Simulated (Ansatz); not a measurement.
# Rh: an axial (c/a) deformation path

The task here is to estimate one member of a computed series from the others.

This is Rh in the hcp structure; at room conditions it is fcc.

Program: Ansatz 0.2.0. Level of theory: DFT r2SCAN, scalar-relativistic, plane waves, PAW. These are calculated values, not measurements.

## The system as given

The structure is hexagonal, space group P6_3/mmc (No. 194). The conventional cell has a = 2.731 Å, b = 2.731 Å, c = 4.428 Å, α = 90.00°, β = 90.00°, γ = 120.00°. Around Rh (site symmetry -6m2) lie 12 Rh at 2.72 to 2.73 Å.

Structure file:

```xyz
2
Lattice="2.7310 0.0000 0.0000 -1.3655 2.3651 0.0000 0.0000 0.0000 4.4285" Properties=species:S:1:pos:R:3 pbc="T T T"
Rh    1.3655    0.7884    3.3214
Rh    0.0000    1.5767    1.1071
```

It goes back to an entry of the Materials Project, which need not be the stable form.

The cell is taken as given, not relaxed at this level.

## The reference cell

The reference gives a free energy of -12830.4378 eV, pressure -9.65 GPa, largest force 0.000 eV/Å and gap on the mesh none (metal). It was computed beforehand with the settings of the runs below.

Set-up of the first run:

At fixed volume and fractional coordinates, lengths along (0.000, 0.000, 1.000) are scaled against those across it; ρ is that ratio over its starting value.

File input.yaml:

```yaml
crystal:
  lattice:
    - [2.8830049769, 0.0, 0.0]
    - [-1.4415024884, 2.4967555492, 0.0]
    - [0.0, 0.0, 3.9737589652]
  atoms:
    - { symbol: Rh, position: [0.6666666667, 0.3333333333, 0.75] }
    - { symbol: Rh, position: [0.3333333333, 0.6666666667, 0.25] }
basis:
  ecutwfc: 500
kpoints:
  mp_grid: { grid: [24, 24, 12] }
hamiltonian:
  xc: r2scan
scf:
  occupations: { method: gaussian, width: 0.15 }
output:
  forces: true
  stress: true
  eigenvalues: true
```

Launch:

```sh
ansatz run input.yaml --threads 1 --pin off --max-ram 2560MiB --backend cpu --events-out ev --progress --plain --runs-dir out
```

Among the steps run: At ρ = 0.850; At ρ = 1.200; ρ = 0.920; At ρ = 1.100; ρ = 0.960; ρ = 1.050; Point ρ = 0.800; At ρ = 1.300.

One of the session's tables, all rows but one given; the rest of the session is left out.

Collected from the runs (energy zero: the undisturbed cell):

| ρ | ΔE (meV/atom) | pressure (GPa) |
| --- | --- | --- |
| 0.800 | 264.5 | 2.4 |
| 0.850 | 145.0 | -2.7 |
| 0.920 | 36.8 | -7.6 |
| 0.960 | 7.3 | -9.1 |
| 1.000 | 0.0 | -9.6 |
| 1.050 | 19.8 | -9.0 |
| 1.100 | ? | ? |
| 1.200 | 254.3 | 0.6 |
| 1.300 | 538.0 | 12.6 |

**Question.** Estimate the row for ρ = 1.100.

Worked estimate for «ΔE (meV/atom)». A straight line through the neighbours (1.050, 19.8) and (1.200, 254.3) gives 19.8 + (254.3 − 19.8) × (1.100 − 1.050) / (1.200 − 1.050) = 98.0; a parabola fitted to 4 rows on both sides gives 72.7.

As computed: ΔE (meV/atom): 69.1; pressure (GPa): -7.1. In «ΔE (meV/atom)» the line misses by +28.9 and the parabola by +3.6.
